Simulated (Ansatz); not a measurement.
# Sb (diamond type): a single-point run

The task is a single-point run on Sb (diamond type). The structure is shown as the input types it.

Computed with Ansatz 0.2.0 (DFT, PBE, PAW with Ansatz's default frozen-core files, scalar-relativistic, unless a step's input says otherwise).

## (1) The starting structure

The structure is trigonal, space group R-3m (No. 166). The conventional cell has a = 4.626 Å, b = 4.626 Å, c = 11.331 Å, α = 90.00°, β = 90.00°, γ = 120.00°. Sb (site symmetry 3m) has 4 Sb at 2.66 to 2.89 Å in its first shell of neighbours.

Coordinates:

```cif
data_structure
_symmetry_space_group_name_H-M 'R-3m:H'
_symmetry_Int_Tables_number 166
_cell_length_a 4.6260
_cell_length_b 4.6260
_cell_length_c 11.3313
_cell_angle_alpha 90.000
_cell_angle_beta 90.000
_cell_angle_gamma 120.000
_cell_volume 210.00
loop_
_atom_site_label
_atom_site_type_symbol
_atom_site_symmetry_multiplicity
_atom_site_Wyckoff_symbol
_atom_site_fract_x
_atom_site_fract_y
_atom_site_fract_z
_atom_site_occupancy
Sb1 Sb 6 c 0.00000 0.00000 0.61750 1
```

## (2) The calculation

input.yaml

```yaml
crystal:
  lattice:
    - [0.0, 3.2710663102, 3.2710663102]
    - [3.2710663102, 0.0, 3.2710663102]
    - [3.2710663102, 3.2710663102, 0.0]
  atoms:
    - { symbol: Sb, position: [-0.1475, -0.1175, -0.1175] }
    - { symbol: Sb, position: [0.1475, 0.1175, 0.1175] }
kpoints:
  mp_grid: { grid: [8, 7, 9] }
scf:
  occupations: { method: fermi_dirac, width: 0.05 }
  max_iter: 80
hamiltonian:
  xc: pbe
  pseudopotentials: { kind: paw }
output:
  forces: true
  stress: true
  eigenvalues: true
  populations: true
```

Started as:

```
$ ansatz run input.yaml --threads 1 --pin off --max-ram 2048MiB --backend cpu --events-out ev --progress --plain --runs-dir out
```

What happens when this is run?

The run converged and reported no error, with warnings (symmetry narrowed by mesh). Its log warns: «crystal.symmetry: narrowed to the stabiliser of the k-point mesh — unitary ops 12 → 2; excluded 10 operations that carry a point of the 8×7×9 mesh (shift [0, 0 ...»

The suspect setting: kpoints.mp_grid.grid is [8, 7, 9]. The mesh doesn't respect the lattice's symmetry: fewer operations survive, and spurious anisotropy appears.

The test: set kpoints.mp_grid.grid to [8, 8, 8].
